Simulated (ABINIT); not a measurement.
A run of ABINIT 10.8.3 (patched build) is set up as follows.

The input run.abi:

```
# Datasets: ground state, then fixed potential
ndtset 2

# Pseudopotentials
pp_dirpath "./"
pseudos "Sn.GGA_PBE-JTH.xml, Se.GGA_PBE-JTH.xml"

# Structure
acell 3*1.0
rprim
     7.2017462609     0.0000000000     0.0000000000
    -3.6008731305     6.2368952135     0.0000000000
     0.0000000000     0.0000000000    11.5953595007
ntypat 2
znucl 50 34
natom 3
typat 1 2 2
xred
     0.0000000000     0.0000000000     0.0000000000
     0.6666666667     0.3333333333     0.7510000000
     0.3333333333     0.6666666667     0.2490000000

# Plane-wave basis
ecut 707.496042 eV
pawecutdg 48.0
pawxcdev 0

# Exchange and correlation
ixc -109134

# Bands and occupations
occopt 3
tsmear 0.00183747

# SCF cycle
nstep 100

# Output
iomode 3
prtwf 0
prteig 0
prtebands 0
enunit 1
prtden1 1
prtvha1 1
prtvclmb1 1
prtpot1 1

# Dataset 1
kptopt1 1
ngkpt1 8 8 5
nshiftk1 1
shiftk1 0.0 0.0 0.0
nband1 17
tolvrs1 1.0e-9

# Dataset 2: bands along G-M-K-G-A-L-H-A
iscf2 -2
getden2 1
nband2 23
nbdbuf2 4
tolwfr2 1.0e-11
kptopt2 -7
ndivsm2 6
prteig2 1
prtvol2 -3
kptbounds2
     0.0000000000     0.0000000000     0.0000000000
     0.5000000000     0.0000000000     0.0000000000
     0.3333333333     0.3333333333     0.0000000000
     0.0000000000     0.0000000000     0.0000000000
     0.0000000000     0.0000000000     0.5000000000
     0.5000000000     0.0000000000     0.5000000000
     0.3333333333     0.3333333333     0.5000000000
     0.0000000000     0.0000000000     0.5000000000
```

Potentials or basis: JTH PAW PBE v2.0.

Launch:

```bash
$ abinit run.abi > log 2>&1
```

Problem. Estimate the largest force.

Solution. 0.794 eV/Å.

Problem. What does it give for the pressure?

Solution. 5.3 GPa.

Stress tensor (GPa, compression positive):
```
4.84 0.00 0.00
0.00 4.84 0.00
0.00 0.00 6.19
```

Caveat: the PAW data sets were made with another functional, which shifts forces and pressure a little; spin-orbit coupling is left out, which moves the levels of the heavy elements; this functional lacks dispersion, which binds the layers, so the pressure and a relaxed spacing across them are unreliable.
